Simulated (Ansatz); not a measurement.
# AlGa5P6: the cost of one run

Method: DFT PBE, scalar-relativistic, plane waves, PAW, in Ansatz 0.2.0.

### 1 The structure to begin with

The structure is trigonal, space group P31m (No. 157). Conventional cell: a = 6.521 Å, b = 6.521 Å, c = 6.206 Å, α = 90.00°, β = 90.00°, γ = 120.00°. Al (site symmetry 3m) has 4 P at 2.31 to 2.32 Å as nearest neighbours. Around Ga (site symmetry 3) lie 4 P at 2.31 to 2.32 Å. Around Ga (site symmetry m) lie 4 P at 2.31 to 2.32 Å. P (site symmetry 3) has 4 Ga at 2.31 to 2.32 Å as nearest neighbours. Around P (site symmetry 3m) lie 3 Ga at 2.31 Å and 1 Al at 2.32 Å. Around P (site symmetry m) lie 3 Ga at 2.31 to 2.32 Å and 1 Al at 2.31 Å.

Coordinates:

```
CELL_PARAMETERS angstrom
6.52109 0.00000 0.00000
-3.26055 5.64743 0.00000
0.00000 0.00000 6.20639
ATOMIC_POSITIONS crystal
Al 0.00000 0.00000 0.50005
Ga 0.33333 0.66667 0.50005
Ga 0.66667 0.33333 0.50005
Ga 0.00000 0.66667 0.00005
Ga 0.66667 0.00000 0.00005
Ga 0.33333 0.33333 0.00005
P 0.33333 0.66667 0.87395
P 0.00000 0.00000 0.87395
P 0.66667 0.33333 0.87395
P 0.00000 0.66667 0.37395
P 0.66667 0.00000 0.37395
P 0.33333 0.33333 0.37395
```

The start is an ordering of an alloy on its end members' structure types: elements ordered on the sites of the GaP type, Al/Ga on Ga (P31m, No. 157).

### 2 A first look at the guess

Input file input.yaml:

```yaml
crystal:
  lattice:
    - [6.5210948, 0.0, 0.0]
    - [-3.2605474, 5.64743376, 0.0]
    - [0.0, 0.0, 6.20639186]
  atoms:
    - { symbol: Al, position: [0.0, 0.0, 0.50005448] }
    - { symbol: Ga, position: [0.33333333, 0.66666667, 0.50005448] }
    - { symbol: Ga, position: [0.66666667, 0.33333333, 0.50005448] }
    - { symbol: Ga, position: [0.0, 0.66666667, 5.448e-05] }
    - { symbol: Ga, position: [0.66666667, 0.0, 5.448e-05] }
    - { symbol: Ga, position: [0.33333333, 0.33333333, 5.448e-05] }
    - { symbol: P, position: [0.33333333, 0.66666667, 0.87394553] }
    - { symbol: P, position: [0.0, 0.0, 0.87394553] }
    - { symbol: P, position: [0.66666667, 0.33333333, 0.87394553] }
    - { symbol: P, position: [0.0, 0.66666667, 0.37394553] }
    - { symbol: P, position: [0.66666667, 0.0, 0.37394553] }
    - { symbol: P, position: [0.33333333, 0.33333333, 0.37394553] }
basis:
  ecutwfc: 420
kpoints:
  mp_grid: { grid: [3, 3, 4] }
hamiltonian:
  xc: pbe
scf:
  occupations: { method: gaussian, width: 0.1 }
  lower_state_search: "off"
output:
  forces: true
  stress: true
  eigenvalues: true
```

On the command line:

```bash
$ ansatz run input.yaml --threads 1 --pin off --max-ram 2560MiB --backend cpu --events-out ev --progress --plain --runs-dir out
```

What time and memory should one allow on 1 thread of Intel Xeon at 2.50GHz (Skylake/Cascade Lake), shared host?

About 26 s, with a peak of 0.47 GiB.
